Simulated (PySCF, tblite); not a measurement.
**C₆H₉NO₂Si: geometry, infrared bands and NMR shifts**

Aim: predict the infrared bands and NMR shifts of C₆H₉NO₂Si (`C/N=C\[C@@H]1CC(=O)[SiH2]C1=O`).

Computed with tblite 0.8.0 and PySCF 2.14.0, with density-fitted response routines of our own, on a single molecule in the gas phase. Atoms are numbered from 0 throughout.

## 1. Starting geometry

19 atoms, charge 0, multiplicity 1; geometry from: force field or distance geometry start.

Bonds of the start (Å): C0–N1 1.44, N1–C2 1.26, C2–C3 1.48, C3–C4 1.51, C4–C5 1.50, C5–O6 1.21, C5–Si7 1.88, Si7–C8 1.87, C8–O9 1.21, C8–C3 1.49, C0–H10 1.09, C0–H11 1.12, C0–H12 1.11, C2–H13 1.11, C3–H14 1.12, C4–H15 1.10, C4–H16 1.13, Si7–H17 1.44, Si7–H18 1.46.

## 2. Geometry optimisation with GFN2-xTB

Job settings and geometry (Å):

```
{"job": {"kind": "relax", "xc": "GFN2-xTB", "basis": "xTB"}, "charge": 0, "multiplicity": 1}
C      2.776800    -0.043700     0.327700
N      2.242700    -0.262200    -0.993400
C      1.001100    -0.405400    -1.147700
C     -0.016800    -0.336800    -0.080900
C     -1.354600    -0.648800    -0.709500
C     -2.410600    -0.538600     0.343800
O     -3.385100    -1.228200     0.530000
Si    -1.843300     0.950500     1.346500
C     -0.148000     1.003000     0.550400
O      0.625000     1.939600     0.561100
H      2.107000    -0.300700     1.151500
H      3.205700     0.990300     0.390100
H      3.659400    -0.716700     0.411800
H      0.659300    -0.573800    -2.186100
H      0.136100    -1.123900     0.699900
H     -1.387100    -1.626800    -1.212600
H     -1.521000     0.199600    -1.444700
H     -2.619000     2.130800     1.051700
H     -1.737700     0.600900     2.762600
```

Command:

```sh
> OMP_NUM_THREADS=1 python probes_run.py task.json out
```

The driver reads the jobs from task.json and runs them one after another.

The log of the run:

```text
step      E/eV     max force
  0    -819.75320    1.900
  1    -819.92230    1.638
  2    -820.00704    1.122
  3    -820.06512    0.566
  4    -820.12042    0.472
  5    -820.14206    0.438
  6    -820.15724    0.361
  7    -820.16643    0.344
  8    -820.17720    0.331
  9    -820.19130    0.245
 10    -820.20153    0.270
 11    -820.21192    0.276
 12    -820.22047    0.360
 13    -820.22636    0.323
 14    -820.22953    0.098
 15    -820.23111    0.088
 16    -820.23216    0.077
 17    -820.23340    0.086
 18    -820.23454    0.085
 19    -820.23578    0.084
 20    -820.23708    0.098
 21    -820.23860    0.100
 22    -820.24036    0.134
 23    -820.24237    0.125
 24    -820.24454    0.125
 25    -820.24690    0.133
 26    -820.24950    0.114
 27    -820.25228    0.135
 28    -820.25519    0.142
 29    -820.25827    0.131
 30    -820.26140    0.128
 31    -820.26416    0.126
 32    -820.26641    0.094
 33    -820.26833    0.085
 34    -820.27017    0.088
 35    -820.27214    0.102
 36    -820.27432    0.111
 37    -820.27648    0.102
 38    -820.27826    0.074
 39    -820.27956    0.064
 40    -820.28050    0.076
 41    -820.28130    0.074
 42    -820.28224    0.131
 43    -820.28324    0.106
 44    -820.28425    0.049
 45    -820.28451    0.042
 46    -820.28498    0.040
 47    -820.28530    0.044
 48    -820.28558    0.034
 49    -820.28579    0.035
 50    -820.28600    0.036
 51    -820.28623    0.037
 52    -820.28648    0.035
 53    -820.28667    0.026
 54    -820.28681    0.027
 55    -820.28691    0.043
 56    -820.28703    0.036
 57    -820.28715    0.029
 58    -820.28727    0.024
 59    -820.28741    0.032
 60    -820.28764    0.054
 61    -820.28798    0.065
 62    -820.28839    0.054
 63    -820.28874    0.040
 64    -820.28905    0.044
 65    -820.28941    0.050
 66    -820.28988    0.050
 67    -820.29043    0.054
 68    -820.29106    0.065
 69    -820.29183    0.081
 70    -820.29294    0.108
 71    -820.29434    0.117
 72    -820.29555    0.080
 73    -820.29642    0.069
 74    -820.29716    0.072
 75    -820.29758    0.162
 76    -820.29881    0.087
 77    -820.29999    0.067
 78    -820.30153    0.069
 79    -820.30216    0.262
 80    -820.30330    0.119
 81    -820.30502    0.142
 82    -820.30716    0.118
 83    -820.30694    0.217
 84    -820.30851    0.056
 85    -820.30898    0.068
 86    -820.31004    0.055
 87    -820.31062    0.066
 88    -820.31089    0.063
 89    -820.31108    0.032
 90    -820.31117    0.023
 91    -820.31131    0.025
 92    -820.31143    0.030
 93    -820.31154    0.025
 94    -820.31164    0.023
 95    -820.31171    0.017
 96    -820.31176    0.015
 97    -820.31180    0.012
 98    -820.31184    0.012
 99    -820.31188    0.015
100    -820.31191    0.014
101    -820.31193    0.012
102    -820.31196    0.016
103    -820.31199    0.018
104    -820.31202    0.018
105    -820.31205    0.016
106    -820.31208    0.017
107    -820.31211    0.016
108    -820.31213    0.009
```

Wall time 3.9 s (1 thread of Intel Xeon at 2.50GHz, shared host); peak memory 0.18 GiB.

Step by step: (not every step is listed)

```tsv
step	energy from step 0 (eV)	largest force (eV/Å)
0	0.0000	1.9003
1	-0.1691	1.6379
2	-0.2538	1.1223
3	-0.3119	0.5658
4	-0.3672	0.4724
5	-0.3889	0.4378
6	-0.4040	0.3610
7	-0.4132	0.3442
8	-0.4240	0.3311
17	-0.4802	0.0856
26	-0.4963	0.1137
35	-0.5189	0.1017
44	-0.5311	0.0491
53	-0.5335	0.0265
62	-0.5352	0.0536
71	-0.5411	0.1172
80	-0.5501	0.1191
89	-0.5579	0.0323
98	-0.5586	0.0117
103	-0.5588	0.0183
104	-0.5588	0.0178
105	-0.5589	0.0161
106	-0.5589	0.0166
107	-0.5589	0.0161
108	-0.5589	0.0092
```

Close pairs (by a distance rule), those that changed most:

```tsv
bond	before (Å)	after (Å)	change (Å)
Si7–C8	1.874	1.927	+0.053
C3–C8	1.487	1.532	+0.045
C5–Si7	1.883	1.926	+0.043
C2–C3	1.476	1.516	+0.040
C4–H16	1.135	1.096	-0.039
C0–H11	1.121	1.091	-0.031
C4–C5	1.496	1.519	+0.023
C0–H12	1.113	1.091	-0.022
```

The next job starts from the end point, and lists it.

## 3. Vibrational analysis with GFN2-xTB

Job settings and geometry (Å):

```
{"job": {"kind": "ir", "xc": "GFN2-xTB", "basis": "xTB"}, "charge": 0, "multiplicity": 1}
C      3.025999    -0.255279     0.086340
N      2.223215     0.074709    -1.044053
C      0.974395     0.047297    -1.074762
C     -0.012507    -0.318951     0.015709
C     -1.324476    -0.869226    -0.540108
C     -2.482416    -0.551233     0.390071
O     -3.418382    -1.289630     0.563125
Si    -2.147023     1.168267     1.190166
C     -0.260092     0.910530     0.895881
O      0.640283     1.553462     1.375952
H      2.514931    -0.823435     0.872220
H      3.385787     0.677940     0.520974
H      3.889373    -0.815740    -0.274123
H      0.517356     0.358750    -2.009989
H      0.459169    -1.058053     0.674801
H     -1.267189    -1.940620    -0.740014
H     -1.565516    -0.368622    -1.484344
H     -2.671989     2.229119     0.335735
H     -2.490721     1.279966     2.598503
```

The log of the run:

```text
mode    cm-1     km/mol
  1      24.8      3.42
  2      44.8      0.89
  3      62.0      8.38
  4      76.8      1.65
  5     162.8      4.16
  6     221.8      0.75
  7     263.8      4.64
  8     303.3      3.08
  9     352.6     13.72
 10     370.7     15.12
 11     381.1     24.55
 12     424.1      3.91
 13     454.9      4.32
 14     458.5     19.69
 15     534.1     15.89
 16     580.5     49.28
 17     602.9      4.07
 18     619.2    105.10
 19     660.2      7.33
 20     689.0    101.16
 21     736.8    228.97
 22     855.6      1.64
 23     865.4      9.29
 24     953.2      6.34
 25    1004.9     29.14
 26    1038.4    201.92
 27    1045.5     10.86
 28    1089.5     13.81
 29    1093.8      4.67
 30    1101.7     11.20
 31    1126.0      1.82
 32    1157.5      4.52
 33    1246.4      2.60
 34    1274.2     14.35
 35    1341.6     50.14
 36    1386.7      5.01
 37    1442.9     16.44
 38    1451.0      2.48
 39    1467.7     14.46
 40    1713.9    236.70
 41    1756.7    456.10
 42    1769.2     36.63
 43    2297.6    190.41
 44    2351.0    229.71
 45    2908.5     48.15
 46    2911.7      7.40
 47    2934.2     14.07
 48    2989.7     13.49
 49    2992.0     19.42
 50    2995.4     40.27
 51    3005.8     15.84
```

Run time: 3.6 s. Hardware: 1 thread of Intel Xeon at 2.50GHz, shared host; peak memory 0.18 GiB.

The strongest bands and the atoms that carry them (share of the mass-weighted mode):

```tsv
cm⁻¹	km/mol	atoms
619	105.1	H18 33 %, H17 23 %
689	101.2	Si7 13 %, C4 10 %, C5 10 %
737	229.0	H17 46 %, H18 41 %
1038	201.9	C3 20 %, C0 17 %, C2 14 %, N1 12 %
1714	236.7	C8 45 %, O9 31 %, N1 12 %, C2 10 %
1757	456.1	C5 50 %, O6 32 %
2298	190.4	H17 97 %
2351	229.7	H18 96 %
```

## 4. Shielding tensors: PBE0/pcSseg-1

The job, as its differences from that of step 3:

```diff
@@ -1,2 +1,2 @@
-{"job": {"kind": "ir", "xc": "GFN2-xTB", "basis": "xTB"}, "charge": 0, "multiplicity": 1}
+{"job": {"kind": "nmr", "xc": "PBE0", "basis": "pcSseg-1"}, "charge": 0, "multiplicity": 1}
 C      3.025999    -0.255279     0.086340
```

Level: GIAO PBE0/pcSseg-1 NMR shielding, non-relativistic, gas phase.

The log of the run:

```text
coarse grid: 16960 points
cycle   1  E = -727.6855929201  dE =  1.631e+00  |g| = 1.080e+00  |ddm| = 4.102e+00
cycle   2  E = -726.6345734418  dE =  1.051e+00  |g| = 2.539e+00  |ddm| = 3.389e+00
cycle   3  E = -727.9173606240  dE = -1.283e+00  |g| = 1.626e-01  |ddm| = 2.641e+00
cycle   4  E = -727.9220412912  dE = -4.681e-03  |g| = 9.531e-02  |ddm| = 2.583e-01
cycle   5  E = -727.9242140137  dE = -2.173e-03  |g| = 2.067e-02  |ddm| = 1.131e-01
cycle   6  E = -727.9242800198  dE = -6.601e-05  |g| = 1.159e-02  |ddm| = 2.357e-02
cycle   7  E = -727.9243046695  dE = -2.465e-05  |g| = 2.927e-03  |ddm| = 9.471e-03
cycle   8  E = -727.9243063017  dE = -1.632e-06  |g| = 8.101e-04  |ddm| = 3.564e-03
final grid: 160936 points
cycle   9  E = -728.0029109592  dE = -1.081e-05  |g| = 1.635e-02  |ddm| = 3.276e-02
cycle  10  E = -728.0027375336  dE =  1.734e-04  |g| = 3.439e-02  |ddm| = 3.715e-02
cycle  11  E = -728.0029611574  dE = -2.236e-04  |g| = 2.835e-03  |ddm| = 2.660e-02
cycle  12  E = -728.0029629648  dE = -1.807e-06  |g| = 5.713e-04  |ddm| = 2.901e-03
cycle  13  E = -728.0029630192  dE = -5.446e-08  |g| = 2.826e-04  |ddm| = 6.115e-04
cycle  14  E = -728.0029630363  dE = -1.707e-08  |g| = 4.005e-05  |ddm| = 2.906e-04
cycle  15  E = -728.0029630366  dE = -3.076e-10  |g| = 2.031e-05  |ddm| = 6.566e-05
converged SCF energy = -728.0029630366

GIAO shielding tensors (ppm)
atom      isotropic    diamagn.    paramagn.     s11        s22        s33       span
  0 C      142.117     249.376    -107.259    121.579    134.349    170.423     48.844
  1 N     -128.279     326.761    -455.040   -512.422   -144.420    272.004    784.427
  2 C       27.262     252.379    -225.118    -72.655     58.096     96.344    168.999
  3 C      124.981     258.467    -133.486     83.921    119.001    172.021     88.099
  4 C      130.403     250.809    -120.406    100.956    121.815    168.437     67.481
  5 C      -58.694     253.015    -311.709   -151.672   -105.903     81.492    233.164
  6 O     -539.360     394.152    -933.512  -1463.741   -503.137    348.798   1812.539
  7 Si     457.345     880.429    -423.084    399.459    473.918    498.657     99.198
  8 C      -59.518     250.110    -309.628   -159.814    -94.146     75.405    235.219
  9 O     -548.605     401.181    -949.786  -1495.474   -499.823    349.483   1844.956
 10 H       28.188      32.687      -4.499     25.217     28.862     30.483      5.266
 11 H       27.678      29.727      -2.049     24.516     26.255     32.262      7.746
 12 H       27.716      28.144      -0.428     24.456     26.424     32.267      7.812
 13 H       24.225      31.769      -7.544     21.048     23.982     27.644      6.596
 14 H       27.576      34.693      -7.117     23.238     28.393     31.098      7.860
 15 H       28.517      31.072      -2.554     25.182     28.429     31.941      6.760
 16 H       28.585      31.538      -2.953     27.066     27.511     31.177      4.111
 17 H       27.389      28.301      -0.912     25.038     25.788     31.342      6.304
 18 H       28.127      28.302      -0.175     24.803     26.056     33.522      8.720
```

Wall time 3.6 min (1 thread of Intel Xeon at 2.50GHz, shared host); peak memory 1.1 GiB.

Shifts follow as δ = σ(reference) − σ, with reference shieldings (ppm) from runs at the same level and on the same kind of geometry: ¹H TMS 31.72, ¹³C TMS 186.9, ²⁹Si TMS 349.2, ¹⁵N NH3 267.7, ¹⁷O H2O 336.1. The references are single molecules in the gas phase, so shifts against H2O, NH3, PH3, H3PO4 or CFCl3 are not on the usual liquid scales and can be off by tens of ppm. Atoms listed in one row are averaged.

```tsv
atoms	environment	σ (ppm)	δ (ppm)	δ scaled to CDCl3
C8	carbonyl carbon	-59.5	246.4	238.6
C5	carbonyl carbon	-58.7	245.6	237.8
C2	C=N carbon	27.3	159.7	153.9
C3	sp3 CH α to a carbonyl	125.0	61.9	58.5
C4	sp3 CH2 α to a carbonyl	130.4	56.5	53.3
C0	methyl carbon bonded to N	142.1	44.8	41.8
H13	hydrogen on a C=N carbon	24.22	7.49	7.17
H17	hydrogen on a silicon bonded to 2 C, in a 5-membered ring	27.39	4.33	–
H14	hydrogen on an sp3 CH α to a carbonyl	27.58	4.14	4.01
H10, H11, H12	hydrogen on a methyl carbon bonded to N	27.86	3.86	3.74
H18	hydrogen on a silicon bonded to 2 C, in a 5-membered ring	28.13	3.59	–
H15	hydrogen on an sp3 CH2 α to a carbonyl	28.52	3.20	3.12
H16	hydrogen on an sp3 CH2 α to a carbonyl	28.58	3.13	3.06
N1	imine nitrogen	-128.3	396.0	–
O9	carbonyl oxygen	-548.6	884.7	–
O6	carbonyl oxygen	-539.4	875.4	–
Si7	silicon bonded to 2 C, 2 H, in a 5-membered ring	457.3	-108.2	–
```

The scaled column applies a straight-line fit of computed shieldings to shifts measured in CDCl3 (root-mean-square error 0.16 ppm for H, 1.9 ppm for C).

The run also stored atomic charges by several schemes (e):

```tsv
atoms	Mulliken	IAO	Hirshfeld	ESP fit
C0	-0.10	-0.31	-0.07	0.00
N1	-0.41	-0.24	-0.14	-0.53
C2	0.16	0.02	0.04	0.35
C3	-0.42	-0.21	-0.04	-0.03
C4	-0.14	-0.32	-0.08	-0.52
C5	0.00	0.15	0.08	0.47
O6	-0.33	-0.37	-0.22	-0.44
Si7	0.61	0.61	0.33	0.13
C8	0.06	0.14	0.08	0.29
O9	-0.33	-0.37	-0.21	-0.38
```

Mayer bond orders: C0–N1 0.99, N1–C2 2.02, C2–C3 0.94, C3–C4 0.98, C4–C5 0.94, C5–O6 1.98, C5–Si7 0.83, Si7–C8 0.83, C8–O9 1.98, C8–C3 0.88.

Ring of atoms C3, C4, C5, Si7, C8: NICS(0) 8.8, NICS(1) 0.5, NICS(1)zz -0.1 ppm (means of both faces; NICS(1) differs between them: -0.8 and 1.8).

The two faces differ (NICS(1)zz 3.9 and -4.1 ppm).

## 5. Results

```
                                                              quantity                                         value
                             strongest single infrared mode (GFN2-xTB)                         1757 cm⁻¹, 456 km/mol
                                          zero-point energy (GFN2-xTB)                                 85.2 kcal/mol
                                ¹³C shifts against TMS (PBE0/pcSseg-1)     246.4, 245.6, 159.7, 61.9, 56.5, 44.8 ppm
¹H shifts against TMS (PBE0/pcSseg-1, means over atoms taken as alike)  7.49, 4.33, 4.14, 3.86, 3.59, 3.20, 3.13 ppm
                                ¹⁵N shifts against NH3 (PBE0/pcSseg-1)                                     396.0 ppm
                                ¹⁷O shifts against H2O (PBE0/pcSseg-1)                              884.7, 875.4 ppm
                               ²⁹Si shifts against TMS (PBE0/pcSseg-1)                                    -108.2 ppm
```

The optimisation took 108 steps and gained 0.559 eV; among the close pairs (by a distance rule), Si7–C8 changed most, from 1.874 to 1.927 Å. No mode is imaginary among the 51: a minimum at this level. The strongest single mode, at 1757 cm⁻¹, moves mainly C5 and O6. GFN2-xTB is a fitted tight-binding method: band positions and strengths are rough. Its intensities can rank the bands wrongly.
